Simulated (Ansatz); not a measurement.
# C₃HGeN₃: how energies converge with the basis set

One table from this session's results is given with a row withheld; the runs are named, their logs left out.

Method: one geometry, several basis sets; program: Ansatz 0.2.0, Gaussian basis.

The runs, in order: PBE0-D4/def2-SVP; ωB97M-V/def2-SVP; PBE0-D4/def2-QZVPP; ωB97M-V/def2-QZVPP; the functionals' def2-TZVPP values are taken from earlier runs.

## Structure used throughout

All runs share one geometry, relaxed beforehand with PBE0-D4 in a triple-zeta def2 set.

SMILES `N#[C][GeH]([C]#N)[C]#N`, 8 atoms, charge 0, spin multiplicity 1.

Atoms are counted from 1 here; the program's logs count them from 0.

Bond lengths: N1–C2 1.150 Å, C2–Ge3 1.905 Å, Ge3–C4 1.905 Å, Ge3–C6 1.905 Å, Ge3–H8 1.519 Å, C4–N5 1.150 Å, C6–N7 1.150 Å. Angles: N1–C2–Ge3 178.4°, C2–Ge3–C4 107.6°, C2–Ge3–C6 107.6°, C2–Ge3–H8 111.3°, C4–Ge3–C6 107.6°, C4–Ge3–H8 111.3°, C6–Ge3–H8 111.3°, Ge3–C4–N5 178.4°, Ge3–C6–N7 178.4°.

Set-up of the first run:

Contents of in.yaml:

```yaml
crystal:
  periodic: [false, false, false]
  atoms:
    - {symbol: N, position_ang: [1.864461, -0.851544, 2.087727]}
    - {symbol: C, position_ang: [1.175065, -0.649544, 1.189437]}
    - {symbol: Ge, position_ang: [0.049540, -0.361409, -0.319901]}
    - {symbol: C, position_ang: [0.544614, 1.304907, -1.098508]}
    - {symbol: N, position_ang: [0.848646, 2.296119, -1.596563]}
    - {symbol: C, position_ang: [-1.736724, -0.189607, 0.318616]}
    - {symbol: N, position_ang: [-2.823866, -0.110043, 0.685745]}
    - {symbol: H, position_ang: [0.170462, -1.495979, -1.322252]}
basis:
  gaussian: {orbitals: def2-SVP}
hamiltonian: {xc: pbe0, dispersion: d4}
output: {orbitals: {seedname: orbitals}}
```

Run with:

```bash
$ ansatz run in.yaml --threads 4 --pin off --events-out ev --progress --plain --max-ram 10444MiB
```

Steps of the session up to this table: PBE0-D4 in def2-SVP; ωB97M-V in def2-SVP; PBE0-D4 in def2-QZVPP; ωB97M-V in def2-QZVPP.

One table of the session follows, with a row left open; its other results are not shown here.

```
functional       basis  HOMO (eV)  LUMO (eV)
   PBE0-D4    def2-SVP     -10.75      -1.91
   PBE0-D4  def2-TZVPP     -10.84      -2.06
   PBE0-D4  def2-QZVPP          ?          ?
   ωB97M-V    def2-SVP     -13.01       0.25
   ωB97M-V  def2-TZVPP     -13.14       0.04
   ωB97M-V  def2-QZVPP     -13.16       0.00
```

Estimate the missing values for PBE0-D4, def2-QZVPP.

**Answer.** HOMO (eV): -10.85; LUMO (eV): -2.09. In the column «HOMO (eV)» it lies between ωB97M-V, def2-SVP (-13.01) and PBE0-D4, def2-TZVPP (-10.84).
